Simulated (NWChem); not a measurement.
**NbHSClOF (SMILES [OH][Nb]([F])(=[S])[Cl]): levels of theory compared**

We compute a comparison of 4 runs (HF/STO-3G, HF/3-21G, HF/def2-TZVP, PBE/STO-3G) of NbHSClOF. 

The results are computed with NWChem 7.3.0.

## (1) The system as given

NbHSClOF has 6 atoms, charge 0, and is taken as a singlet. As SMILES, `[OH][Nb]([F])(=[S])[Cl]`. The coordinates come from a PBE0-D4/def2-TZVP relaxation. This is one conformer, not always the lowest.

Bond lengths: O1–Nb2 1.863 Å, Nb2–F3 1.854 Å, Nb2–S4 2.130 Å, Nb2–Cl5 2.281 Å, O1–H6 0.960 Å. Angles: O1–Nb2–F3 109.9°, O1–Nb2–S4 108.2°, O1–Nb2–Cl5 109.6°, F3–Nb2–S4 109.0°, F3–Nb2–Cl5 111.3°, S4–Nb2–Cl5 108.7°, Nb2–O1–H6 131.6°.

## (2) Energy and forces at HF/STO-3G (run 1)

Input file test.nw:

```
START test
memory total 2200 mb
charge 0

GEOMETRY units angstroms noautosym nocenter noautoz
 O    -0.787800    0.640900    1.068500
 Nb    0.369300   -0.099700   -0.189900
 F     1.926600   -0.666500    0.641600
 S    -0.595200   -1.779800   -1.075000
 Cl    0.811000    1.433700   -1.819100
 H    -1.681900    0.407100    1.327800
END

BASIS spherical bse
 O library STO-3G
 Nb library STO-3G
 F library STO-3G
 S library STO-3G
 Cl library STO-3G
 H library STO-3G
END

SCF
 thresh 1e-08
 maxiter 80
 print low
END

TASK scf gradient
```

On the command line:

```console
nwchem test.nw > test.out
```

The log of the run:

```text
[...]
  functions       =    56
[...]
  wavefunction    = RHF
[...]
         Total SCF energy =  -4736.524715599669
      One-electron energy =  -7927.902296112714
      Two-electron energy =   2507.641661496288
 Nuclear repulsion energy =    683.735919016757
        Time for solution =     16.9s
[...]
                         RHF ENERGY GRADIENTS
    atom               coordinates                        gradient
                 x          y          z           x          y          z
   1 O      -1.488726   1.211125   2.019172   -0.056773   0.009363   0.034320
   2 Nb      0.697876  -0.188406  -0.358859    0.016174   0.059044  -0.026579
   3 F       3.640746  -1.259502   1.212448    0.052703  -0.019090   0.026943
   4 S      -1.124765  -3.363334  -2.031455   -0.034391  -0.053996  -0.030132
   5 Cl      1.532568   2.709300  -3.437601   -0.001717  -0.002618   0.000562
   6 H      -3.178330   0.769307   2.509178    0.024003   0.007297  -0.005113
 Task  times  cpu:       24.1s     wall:       24.1s
 Total times  cpu:       24.1s     wall:       24.1s
```

It took 25 s on 1 thread of Intel Xeon Platinum 8375C at 2.90GHz (Ice Lake), shared host; peak memory 0.098 GiB.

## (3) Energy and gradient at HF/3-21G (run 2)

Input file clfhnbos.xyz:

```xyz
6

O     -0.787800     0.640900     1.068500
Nb     0.369300    -0.099700    -0.189900
F      1.926600    -0.666500     0.641600
S     -0.595200    -1.779800    -1.075000
Cl     0.811000     1.433700    -1.819100
H     -1.681900     0.407100     1.327800
```

Input file run.py:

```python
from ase.io import read
from ase.calculators.nwchem import NWChem

molecule = read('clfhnbos.xyz')

calc = NWChem(
    label='clfhnbos',
    theory='scf',
    memory='2200 mb',
    basis='3-21G',
    basispar='spherical bse',
    scf={'nopen': '0', 'rhf': None, 'thresh': '1e-08', 'maxiter': '80'},
)
molecule.calc = calc

forces = molecule.get_forces()
print("Total energy (eV):", round(molecule.get_potential_energy(), 6))
print("forces (eV/A):")
for s, f in zip(molecule.symbols, forces):
    print(f"{s:2s} {f[0]:10.5f} {f[1]:10.5f} {f[2]:10.5f}")
print("dipole (e A):", molecule.get_dipole_moment().round(4))
```

On the command line:

```console
export ASE_NWCHEM_COMMAND="nwchem PREFIX.nwi > PREFIX.nwo"
python run.py
```

The log of the run:

```text
Total energy (eV): -129598.133033
forces (eV/A):
O     0.47596   -0.61079   -0.79277
Nb    0.41420   -0.21890    2.34881
F    -0.41966    0.15787   -0.25567
S    -0.49787   -0.84949   -0.38500
Cl    0.39441    1.28134   -1.31461
H    -0.36710    0.24004    0.39924
dipole (e A): [-0.4786  0.0311  0.475 ]
```

The calculator wrote clfhnbos.nwi:

```
title "clfhnbos"

permanent_dir clfhnbos

scratch_dir clfhnbos

start clfhnbos

geometry units angstrom nocenter noautosym noautoz
  O  -7.8779999999999994e-01 6.4090000000000003e-01 1.0685000000000000e+00
  Nb 3.6930000000000002e-01 -9.9699999999999997e-02 -1.8990000000000001e-01
  F  1.9266000000000001e+00 -6.6649999999999998e-01 6.4159999999999995e-01
  S  -5.9519999999999995e-01 -1.7798000000000000e+00 -1.0750000000000000e+00
  Cl 8.1100000000000005e-01 1.4337000000000000e+00 -1.8190999999999999e+00
  H  -1.6819000000000000e+00 4.0710000000000002e-01 1.3278000000000001e+00
end

memory 2200 mb

basis spherical bse noprint
   * library 3-21G
end

scf
  nopen 0
  rhf
  thresh 1e-08
  maxiter 80
end

task scf gradient
```

clfhnbos.nwo, cut to the lines that bear on the results:

```text
[...]
      One-electron energy =  -7941.925408968474
[... 1 line left out ...]
 Nuclear repulsion energy =    683.735919016756
[... 64 lines left out ...]
                       ROHF Final Molecular Orbital Analysis
[... 269 lines left out ...]
                              NWChem Gradients Module
[...]
  wavefunction    =   RHF
                         RHF ENERGY GRADIENTS
    atom               coordinates                        gradient
                 x          y          z           x          y          z
   1 O      -1.488726   1.211125   2.019172   -0.009256   0.011878   0.015417
   2 Nb      0.697876  -0.188406  -0.358859   -0.008055   0.004257  -0.045677
   3 F       3.640746  -1.259502   1.212448    0.008161  -0.003070   0.004972
   4 S      -1.124765  -3.363334  -2.031455    0.009682   0.016520   0.007487
   5 Cl      1.532568   2.709300  -3.437601   -0.007670  -0.024918   0.025565
   6 H      -3.178330   0.769307   2.509178    0.007139  -0.004668  -0.007764
[...]
```

Run time: 33 s. Hardware: 1 thread of Intel Xeon Platinum 8375C at 2.90GHz (Ice Lake), shared host; peak memory 0.098 GiB.

Run 3 isn't shown in full; the table further down has it.

## (4) Energy and forces at PBE/STO-3G (run 4)

Input file geom.nw:

```
echo
start geom
title "ClFHNbOS"
memory total 2200 mb
geometry units angstroms noautosym nocenter noautoz
O     -0.787800     0.640900     1.068500
Nb     0.369300    -0.099700    -0.189900
F      1.926600    -0.666500     0.641600
S     -0.595200    -1.779800    -1.075000
Cl     0.811000     1.433700    -1.819100
H     -1.681900     0.407100     1.327800
end
basis spherical bse
* library STO-3G
end
dft
xc xpbe96 cpbe96
mult 1
grid xfine
convergence energy 1e-08
maxiter 100
mulliken
noprint "final vectors analysis"
end
task dft gradient
```

On the command line:

```console
nwchem geom.nw > geom.out
```

The log of the run:

```text
[...]
          Wavefunction type:  closed shell.
          No. of atoms     :     6
          No. of electrons :    92
[...]
          Charge           :     0
          Spin multiplicity:     1
[...]
          AO basis - number of functions:    56
[...]
              XC Information
              --------------
          PerdewBurkeErnzerhof Exchange Functional  1.000
            Perdew 1991 LDA Correlation Functional  1.000 local
           PerdewBurkeErnz. Correlation Functional  1.000 non-local
[...]
 d= 0,ls=0.0,diis     1  -4738.6452366622 -5.42D+03  1.15D-01  2.83D+00     2.8
[...]
 d= 0,ls=0.0,diis    15  -4739.2115945280 -5.07D-09  2.01D-07  1.61D-10    24.2
         Total DFT energy =    -4739.211594528007
      One electron energy =    -7930.996727702542
           Coulomb energy =     2697.604892005070
    Exchange-Corr. energy =     -189.555677847292
 Nuclear repulsion energy =      683.735919016757
[...]
      Total Density - Mulliken Population Analysis
     ---------------------------------------------
    Atom       Charge   Shell Charges
 -----------   ------   -------------------------------------------------------
    1 O    8     8.27   2.00  1.81  4.46
    2 Nb  41    40.62   2.00  2.00  6.00  2.00  5.98  2.02  5.82  0.47  1.07  9.90  3.37
    3 F    9     9.05   2.00  1.95  5.10
    4 S   16    16.02   2.00  2.00  5.95  1.94  4.12
    5 Cl  17    17.30   2.00  2.00  5.99  2.01  5.31
    6 H    1     0.75   0.75
[...]
  wavefunction    = closed shell
                         DFT ENERGY GRADIENTS
    atom               coordinates                        gradient
                 x          y          z           x          y          z
   1 O      -1.488726   1.211125   2.019172   -0.081952  -0.011985   0.027896
   2 Nb      0.697876  -0.188406  -0.358859   -0.000490   0.024785  -0.014594
   3 F       3.640746  -1.259502   1.212448    0.032867  -0.010350   0.016009
   4 S      -1.124765  -3.363334  -2.031455   -0.015462  -0.020888  -0.012639
   5 Cl      1.532568   2.709300  -3.437601   -0.000713  -0.000478  -0.000082
   6 H      -3.178330   0.769307   2.509178    0.065750   0.018916  -0.016590
[...]
```

Run time: 33 s. Hardware: 1 thread of Intel Xeon Platinum 8375C at 2.90GHz (Ice Lake), shared host; peak memory 0.13 GiB.

## (5) All runs side by side

```
run                          level  core potential  iteration cap   energy (Eh)  largest force (eV/Å)  wall time
  1                      HF/STO-3G               –             80  -4736.524716                 3.638       25 s
  2                       HF/3-21G               –             80  -4762.643583                 2.395       33 s
  3  HF/def2-TZVP (core potential)       def2-TZVP             80  -1088.614329                 0.996    4.4 min
  4                     PBE/STO-3G               –            100  -4739.211595                 4.494       33 s
```

## (6) Summary of results

```
                       quantity           value
            run 4: total energy  -4739.21159 Eh
           run 4: dipole moment          3.41 D
run 4: largest force on an atom      4.494 eV/Å
```

**Reading.** Over runs 2, 3, 4 the dipole moment (its size) runs from 2.42 D (HF/def2-TZVP) to 3.41 D (PBE/STO-3G). The two ends differ in method and basis and core potential. Some runs of one species differ in core potentials or relativity; totals across that change don't compare. In runs 1, 4 the basis is minimal, so the values are rough. In runs 1, 2, 4 relativity is left out where basis or elements ask for it. All runs together took 6 min, the longest 4.4 min.
